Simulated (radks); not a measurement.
# Ni³⁺ in [Ne] 3p6 3d9: an all-electron calculation

An exercise on one series of results from a longer session: the logs are not shown, and one member is left open.

The numbers are computed with radks (a radial shooting solver on a logarithmic mesh, Libxc functionals) version 1 (non-relativistic Kohn-Sham, LDA (Slater exchange, Perdew-Wang correlation), spin-polarised, spherical densities, point nucleus; open shells are filled with parallel spins first), except any that are marked as measured or tabulated.

### The atom as given

```
element       : nickel (Z = 28)
charge        : +3
electrons     : 25
configuration : [Ne] 3p6 3d9
```

The outer shells:

Ni³⁺
```
[Ne] core
3p [↑↓][↑↓][↑↓]
3d [↑↓][↑↓][↑↓][↑↓][↑ ]
```

The first run:

Input:

```text
Z 28
configuration [Ne] 3p6 3d9 3s0 4p0
relativity non-relativistic
functional lda,pw
spin polarised
nucleus point
```

One table of the session follows, with a row left open; its other results are not shown here.

It belongs to the step «Orbitals and density». Sizes of the orbitals, from the radial functions (bohr):

```
  level      <r>  outermost maximum (interpolated)  90 % within  nodes
  1s up  0.05491                            0.0362       0.0978      0
1s down  0.05491                            0.0362       0.0978      0
  2s up   0.2487                             0.208        0.385      1
2s down   0.2486                             0.208        0.384      1
  2p up   0.2166                             0.166        0.354      0
2p down   0.2165                             0.166        0.354      0
  3s up   0.7436                             0.646         1.11      2
3s down   0.7446                             0.646         1.11      2
  3p up   0.7695                             0.646         1.18      1
3p down        ?                                 ?            ?      ?
  3d up   0.8753                             0.612         1.47      0
3d down   0.8822                             0.613         1.49      0
  4p up    2.395                              2.11         3.52      2
4p down    2.411                              2.12         3.54      2
```

Q: Estimate the row for 3p down from the others.

**Answer.** <r>: 0.7711; outermost maximum (interpolated): 0.647; 90 % within: 1.19; nodes: 1. In the column «<r>» it lies between 3p up (0.7695) and 3d up (0.8753).
